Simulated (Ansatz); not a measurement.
**CH₅GeNS: a ladder of functionals and wavefunction methods**

How much do the methods differ for CH₅GeNS? The plan is to run it at one geometry with functionals of several rungs and with coupled cluster. The yardstick is the atomisation energy at the CCSD(T) limit.

Computed with Ansatz 0.2.0, Gaussian basis. Level: functionals in def2-TZVPP, the program's frozen cores in correlated methods.

The runs, in order: PBE-D4, r2SCAN-D4, PBE0-D4, B3LYP-D4, ωB97X-V, ωB97M-V, B2PLYP; CCSD(T)/def2-TZVPP; MP2/def2-QZVPP; extrapolation to the limit.

### 1 The relaxed structure

An earlier PBE0-D4 in a triple-zeta def2 set relaxation fixed the geometry.

SMILES `[NH2][GeH2][CH]=S`, 9 atoms, charge 0, spin multiplicity 1.

Atoms are counted from 1 here; the program's logs count them from 0.

Bond lengths: N1–Ge2 1.839 Å, N1–H5 1.011 Å, N1–H6 1.010 Å, Ge2–C3 1.973 Å, Ge2–H7 1.532 Å, Ge2–H8 1.539 Å, C3–S4 1.609 Å, C3–H9 1.095 Å. Angles: Ge2–N1–H5 114.6°, Ge2–N1–H6 114.9°, H5–N1–H6 108.9°, N1–Ge2–C3 112.5°, N1–Ge2–H7 108.7°, N1–Ge2–H8 106.3°, C3–Ge2–H7 107.1°, C3–Ge2–H8 108.9°, H7–Ge2–H8 113.5°, Ge2–C3–S4 123.8°, Ge2–C3–H9 117.4°, S4–C3–H9 118.9°.

### 2 PBE-D4 (GGA)

in.yaml reads:

```yaml
crystal:
  periodic: [false, false, false]
  atoms:
    - {symbol: N, position_ang: [-0.679584, 0.948666, -1.228999]}
    - {symbol: Ge, position_ang: [0.633428, -0.027617, -0.390147]}
    - {symbol: C, position_ang: [0.058009, -0.708772, 1.369630]}
    - {symbol: S, position_ang: [-0.084085, -2.272260, 1.719924]}
    - {symbol: H, position_ang: [-1.550071, 0.453736, -1.365315]}
    - {symbol: H, position_ang: [-0.876164, 1.846151, -0.808889]}
    - {symbol: H, position_ang: [0.968779, -1.245047, -1.257012]}
    - {symbol: H, position_ang: [1.822781, 0.928750, -0.190443]}
    - {symbol: H, position_ang: [-0.204692, 0.029992, 2.134051]}
basis:
  gaussian: {orbitals: def2-TZVPP}
hamiltonian: {xc: pbe, dispersion: d4}
output: {forces: true, orbitals: {seedname: orbitals}}
```

Started as:

```bash
$ ansatz run in.yaml --threads 4 --pin off --events-out ev --progress --plain --max-ram 10444MiB
```

Further steps of the session: r2SCAN-D4 (meta-GGA); PBE0-D4 (hybrid); B3LYP-D4 (hybrid); ωB97X-V (range-separated); ωB97M-V (range-separated); B2PLYP (double hybrid); CCSD(T) in def2-TZVPP; MP2 in def2-QZVPP.

Before running them: what should the planned runs give, taken together? Wanted: atomisation energy, CCSD(T)/CBS; farthest; mean size of error, hybrid; mean size of error, range-separated; gap, smallest and largest; T1 diagnostic; triples share of the correlation energy.

**Answer**, as computed:

| quantity | value |
| --- | --- |
| atomisation energy, CCSD(T)/CBS | 29.988 eV |
| functionals within 0.300 eV (1.0 %) | r2SCAN-D4, PBE0-D4, B3LYP-D4, ωB97X-V, ωB97M-V |
| farthest | PBE-D4 (+0.493 eV) |
| mean size of error, hybrid | 0.191 eV |
| mean size of error, range-separated | 0.066 eV |
| gap, smallest and largest | 1.51 eV (PBE-D4), 8.17 eV (ωB97X-V) |
| T1 diagnostic | 0.0136 |
| triples share of the correlation energy | 4.3 % |

In words: PBE-D4 is off by +0.493 eV. Double hybrids carry the basis error of their MP2 part in triple zeta, and no dispersion term here, so their miss is partly the set-up's. The reference freezes the cores and leaves out relativity and excitations past (T), and its outer-core shells are covered unevenly, so misses under about 0.300 eV can't be ranked. Hartree-Fock recovers 67 % of the binding; the rest is correlation. Orbital gaps span 1.5 to 8.2 eV; exact exchange widens them. The restricted reference is unstable towards a spin-broken one. Correlated methods include outer-core shells of Ge, which these sets cover unevenly.
